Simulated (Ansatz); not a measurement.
**Tl2O2F2 in a box, plane waves**

Ansatz 0.2.0, DFT PBE, spin-orbit coupling, plane waves, PAW, molecule in a box. The geometry was relaxed with Gaussian bases (PBE0; Tl def2-SVP with ECP60, O def2-SVP, F def2-SVP).

```yaml
crystal:
  lattice:
    - [11.89, 0.0, 0.0]
    - [0.0, 9.0, 0.0]
    - [0.0, 0.0, 15.95]
  atoms:
    - { symbol: Tl, position: [0.51573675, 0.5, 0.59680878] }
    - { symbol: Tl, position: [0.48402355, 0.5, 0.40304765] }
    - { symbol: O, position: [0.62129184, 0.5, 0.49712602] }
    - { symbol: O, position: [0.3784693, 0.5, 0.50273103] }
    - { symbol: F, position: [0.47230866, 0.5, 0.71772476] }
    - { symbol: F, position: [0.52745248, 0.5, 0.28213166] }
basis:
  ecutwfc: 420
  ecutrho_ratio: 4
kpoints:
  mp_grid: { grid: [1, 1, 1] }
hamiltonian:
  xc: pbe
scf:
  occupations: { method: gaussian, width: 0.01 }
output:
  forces: true
  eigenvalues: true
  populations: true
  write_density: true
  write_potential: true
  elf: true
  volumetric_format: npy
magnetization:
  noncollinear: true
  spin_orbit: true
```

Command:
```sh
ansatz run input.yaml --threads 2 --pin off --max-ram 5120MiB --backend cpu --events-out ev --progress --plain --runs-dir out
```
It took 22 s on 2 threads of Arm Neoverse V1 (shared host), peak memory 2.2 GiB.

How does the SCF go?


```
SCF iter   1: F=—  HF=-25711.402320 eV  |F-HF|=—  |Δ(HF+E_count)|=         —  Δρ=3.37e-2
preconditioner: auto → Resta (q_TF=auto, 1.525 Å⁻¹)  ε∞=1.3  [insulator: Δε(μ)=3.977 eV  Ē_g=10.780 eV  σ=0.010 eV  W_gap=1.00  n_
spin=Noncollinear: Resta preconditioning applied to the charge; magnetization (m_x, m_y, m_z) channels mix plain (no charge-respon
SCF iter   2: F=—  HF=-25705.142100 eV  |F-HF|=—  |Δ(HF+E_count)|=    6.26e0  Δρ=1.33e-2
SCF iter   3: F=—  HF=-25704.836750 eV  |F-HF|=—  |Δ(HF+E_count)|=   3.05e-1  Δρ=8.58e-3
...
SCF iter   5: F=—  HF=-25704.651117 eV  |F-HF|=—  |Δ(HF+E_count)|=   5.32e-2  Δρ=4.72e-4
SCF iter   6: F=—  HF=-25704.651045 eV  |F-HF|=—  |Δ(HF+E_count)|=   7.15e-5  Δρ=1.22e-4
SCF iter   7: F=—  HF=-25704.651084 eV  |F-HF|=—  |Δ(HF+E_count)|=   3.87e-5  Δρ=2.11e-5
SCF iter   8: F=—  HF=-25704.651197 eV  |F-HF|=—  |Δ(HF+E_count)|=   1.13e-4  Δρ=3.12e-6
SCF iter   9: F=-25704.651197 eV  HF=-25704.651197 eV  |F-HF|=2.43e-9  |Δ(HF+E_count)|=   3.19e-8  Δρ=6.82e-7
```

Which levels lie next to the highest filled one (eV, counted from it)?

Filled: -2.30, -2.30, -1.10, -1.10, -0.78, -0.78, -0.20, -0.20, 0.00, 0.00. Empty: 2.04, 2.04, 2.81, 2.81, 4.66, 4.66, 4.83, 4.83.

What forces are left at this geometry, relaxed with Gaussian bases (eV/Å)?


```
Tl   0.09  0.00 -0.03
Tl  -0.09  0.00  0.03
O    0.10  0.00  0.06
O   -0.10  0.00 -0.06
F   -0.02  0.00  0.04
F    0.02  0.00 -0.04
```

The forces come from the other functional as well as from the basis.
